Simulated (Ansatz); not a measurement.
# MgRe3 (Fm-3m): spin response to a magnetic field, by script

A script is to give the spin response to a magnetic field; the system is MgRe3 (Fm-3m).

Program: the Python package of Ansatz 0.2.0. Level of theory: DFT PBEsol+D3(BJ), plane waves, PAW. These are calculated values, not measurements.

**1. The structure**

It takes space group Fm-3m (No. 225, cubic). The conventional cell has a = 6.229 Å, b = 6.229 Å, c = 6.229 Å, α = 90.00°, β = 90.00°, γ = 90.00°. Mg (site symmetry m-3m) is surrounded by 8 Re at 2.70 Å. Re (site symmetry -43m) has 4 Mg at 2.70 Å and 4 Re at 2.70 Å as nearest neighbours. Around Re (site symmetry m-3m) lie 8 Re at 2.70 Å.

The script holds or builds the structure itself.

**2. Script**

zeeman.py

```python
# -*- coding: utf-8 -*-
"""Spin moment of MgRe3 in a magnetic field."""

import ansatz as az
import numpy as np
from pymatgen.core import Lattice, Structure
from pymatgen.io.ase import AseAtomsAdaptor
from tabulate import tabulate


def main():
    pmg_structure = Structure(
        Lattice([(0.0, 3.114528, 3.114528), (3.114528, 0.0, 3.114528), (3.114528, 3.114528, 0.0)]),
        ["Mg", "Re", "Re", "Re"],
        [
            (0.0, 0.0, 0.0),
            (0.25, 0.25, 0.25),
            (0.5, 0.5, 0.5),
            (0.75, 0.75, 0.75),
        ],
    )
    xtal = az.Crystal.from_ase(AseAtomsAdaptor.get_atoms(pmg_structure))

    model = (
        xtal.calculation()
        .kpoints(6, 6, 6, center="gamma")
        .occupations("fermi_dirac")
        .functional(az.Functional.PBESOL, dispersion="D3(BJ)")
        .spin("collinear")
    )
    # the field acts on the spins alone; such large fields lift the response over the noise
    rows = []
    for tesla in [-200, 0, 200]:
        report = (model.magnetic_field(tesla) if tesla else model).run(threads=1).report
        rows.append((tesla, report["magnetization_mub"], report["free_energy_ev"], report["components"].get("e_zeeman", 0.0)))
    print(tabulate(rows, headers=["B (T)", "moment muB", "F eV", "Zeeman term eV"], floatfmt=".4f", tablefmt="simple"))
    slope = np.polyfit([row[0] for row in rows], [row[1] for row in rows], 1)[0]
    print(f"dM/dB = {1000 * slope:.4f} muB per 1000 T per cell")


if __name__ == "__main__":
    main()
```

**3. The calls as engine input**

The engine receives this input (first run):

```yaml
crystal:
  lattice:
    - [0.0, 3.114528, 3.114528]
    - [3.114528, 0.0, 3.114528]
    - [3.114528, 3.114528, 0.0]
  atoms:
    - { symbol: Mg, position: [0.0, 0.0, 0.0] }
    - { symbol: Re, position: [0.25, 0.25, 0.25] }
    - { symbol: Re, position: [0.5, 0.5, 0.5] }
    - { symbol: Re, position: [0.75, 0.75, 0.75] }
kpoints:
  mp_grid:
    grid: [6, 6, 6]
    shift: [0.0, 0.0, 0.0]
hamiltonian:
  xc: pbesol
  dispersion: d3bj
magnetization:
  spin_polarized: true
  magnetic_field: -200.0
scf:
  occupations:
    method: fermi_dirac
```

**4. The run**

Run with:

```console
$ python zeeman.py
```

Q: Predict the main results. Wanted: dM/dB; range of energy.

**Answer**, as computed:

```
       quantity                          value
          dM/dB  0.2169 μB per 1000 T per cell
  runs compared                              3
range of energy                  0.06 meV/atom
```

What this shows: All 3 runs converged, in 13 to 19 cycles. What to keep in mind:
- The mesh is modest for a metal, so energies can be off by several to tens of meV an atom and pressures by half a GPa or more; differences at equal mesh fare better.
- Spin-orbit coupling, which matters for elements this heavy, is left out.
- The structure comes from a database of computed cells and needn't be a stable or known phase.
- Orbital magnetism is left out. The response of a metal hangs strongly on mesh and smearing, and a straight-line fit holds only where the moment is linear in the field.
